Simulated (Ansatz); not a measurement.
# Ba2Tl3C: the cost of one run

Computed with Ansatz 0.2.0 (DFT PBE, scalar-relativistic, plane waves, PAW, unless a step names another level, unless a step's input says otherwise).

3 further runs of the same task are left out: 2 that didn't finish, 1 set aside as unsound or not needed.

### Step 1. Starting point

Symmetry: C2/m, No. 12, monoclinic system. Conventional cell: a = 21.091 Å, b = 4.614 Å, c = 4.048 Å, α = 90.00°, β = 101.02°, γ = 90.00°. Ba (site symmetry m) is surrounded by 2 C at 2.87 Å. Tl (site symmetry m) is surrounded by 6 Tl at 3.45 to 4.05 Å and 5 Ba at 3.87 to 3.93 Å. Tl (site symmetry 2/m) has 2 C at 2.31 Å as nearest neighbours. Around C (site symmetry 2/m) lie 2 Tl at 2.31 Å and 4 Ba at 2.87 Å.

Coordinates:

```
CELL_PARAMETERS angstrom
10.54540 -2.30711 -0.03380
10.54540 2.30711 -0.03380
-0.76098 0.00000 3.97610
ATOMIC_POSITIONS crystal
Ba 0.40170 0.40170 0.90217
Ba 0.59830 0.59830 0.09783
Tl 0.78804 0.78804 0.28825
Tl 0.21196 0.21196 0.71175
Tl 0.00000 0.00000 0.50000
C 0.50000 0.50000 0.50000
```

It came out lowest among 21 distinct ends of the trial cells. At a tolerance of 0.05 Å it has space group Immm (No. 71).

### Step 2. A stricter relaxation, on the response runs' mesh and smearing

input.yaml reads:

```yaml
crystal:
  lattice:
    - [10.5453991976, -2.3071125791, -0.0338049329]
    - [10.5453991976, 2.3071125791, -0.0338049329]
    - [-0.7609753219, 0.0, 3.9760998594]
  atoms:
    - { symbol: Ba, position: [0.4017012925, 0.4017012925, 0.9021712042] }
    - { symbol: Ba, position: [0.5982987075, 0.5982987075, 0.0978287958] }
    - { symbol: Tl, position: [0.7880363384, 0.7880363384, 0.2882545308] }
    - { symbol: Tl, position: [0.2119636616, 0.2119636616, 0.7117454692] }
    - { symbol: Tl, position: [0.0, 0.0, 0.5] }
    - { symbol: C, position: [0.5, 0.5, 0.5] }
basis:
  ecutwfc: 420
kpoints:
  mp_grid: { grid: [8, 8, 8] }
hamiltonian:
  xc: pbe
scf:
  occupations: { method: gaussian, width: 0.1 }
output:
  forces: true
  stress: true
  eigenvalues: true
relax:
  adjacent_minimum: "off"
  f_tol: 0.001
  max_steps: 60
  cell: { stress_tol: 0.01 }
```

Run with:

```bash
$ ansatz run input.yaml --threads 3 --pin off --max-ram 7680MiB --backend cpu --events-out ev --progress --plain --runs-dir out
```

What time and memory should one allow on 3 threads of Arm Neoverse V1, shared host?

About 1.9 min, with a peak of 1.1 GiB.
